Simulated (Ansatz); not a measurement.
# C3H9BSi: the cost of one run

The runs use Ansatz 0.2.0; RKS r2SCAN-D4/def2-SVP.

## 1. Where the work starts

SMILES `CC1BC[SiH2]1`, 14 atoms, charge 0, spin multiplicity 1.

Atoms are counted from 1 here; the program's logs count them from 0.

Bond lengths: C1–C2 1.520 Å, C1–H6 1.109 Å, C1–H7 1.110 Å, C1–H8 1.111 Å, C2–B3 1.563 Å, C2–Si5 1.961 Å, C2–H9 1.115 Å, B3–C4 1.569 Å, B3–H10 1.221 Å, C4–Si5 1.935 Å, C4–H11 1.103 Å, C4–H12 1.109 Å, Si5–H13 1.500 Å, Si5–H14 1.502 Å. Angles: C2–C1–H6 111.2°, C2–C1–H7 112.8°, C2–C1–H8 111.1°, H6–C1–H7 107.5°, H6–C1–H8 107.0°, H7–C1–H8 107.0°, C1–C2–B3 124.3°, C1–C2–Si5 127.5°, C1–C2–H9 112.9°, B3–C2–Si5 75.6°, B3–C2–H9 113.0°, Si5–C2–H9 96.3°, C2–B3–C4 108.8°, C2–B3–H10 121.8°, C4–B3–H10 122.4° and more.

Geometry (Å):

```xyz
14
charge 0, multiplicity 1
C    -1.19319    1.64569   -0.22717
C    -0.65947    0.26973    0.13594
B     0.59527    0.02151    1.03399
C     1.10055   -1.44565    0.80313
Si    0.49383   -0.88837   -0.94736
H    -0.36633    2.35184   -0.44377
H    -1.85793    1.62781   -1.11579
H    -1.78003    2.08067    0.60954
H    -1.46824   -0.48071    0.29902
H     1.34567    0.92981    1.35574
H     2.13901   -1.73594    1.03385
H     0.39117   -2.26501    1.04030
H     1.50136   -0.20698   -1.82585
H    -0.25488   -1.93371   -1.72277
```

## 2. Relaxation

Input file input.yaml:

```yaml
crystal:
  periodic: [false, false, false]
  atoms:
    - { symbol: C, position_ang: [-1.193192, 1.645688, -0.227172] }
    - { symbol: C, position_ang: [-0.659468, 0.269728, 0.135939] }
    - { symbol: B, position_ang: [0.595269, 0.021509, 1.033989] }
    - { symbol: C, position_ang: [1.100549, -1.445645, 0.803131] }
    - { symbol: Si, position_ang: [0.493834, -0.888374, -0.947357] }
    - { symbol: H, position_ang: [-0.366328, 2.351843, -0.443771] }
    - { symbol: H, position_ang: [-1.85793, 1.627808, -1.115789] }
    - { symbol: H, position_ang: [-1.780031, 2.080675, 0.609538] }
    - { symbol: H, position_ang: [-1.468238, -0.480707, 0.299023] }
    - { symbol: H, position_ang: [1.34567, 0.929807, 1.355744] }
    - { symbol: H, position_ang: [2.139013, -1.735939, 1.033849] }
    - { symbol: H, position_ang: [0.391171, -2.265009, 1.0403] }
    - { symbol: H, position_ang: [1.501358, -0.206979, -1.825854] }
    - { symbol: H, position_ang: [-0.254877, -1.933706, -1.72277] }
basis:
  gaussian: { orbitals: def2-SVP }
hamiltonian:
  xc: r2scan
  dispersion: d4
output:
  forces: true
relax:
  f_tol: 0.003
  max_steps: 120
```

Started as:

```bash
$ ansatz run input.yaml --threads 1 --pin off --max-ram 2560MiB --backend cpu --events-out ev --progress --plain --runs-dir out
```

What time and memory should one allow on 1 thread of Arm Neoverse V1, shared host?

About 72 s, with a peak of 0.18 GiB.
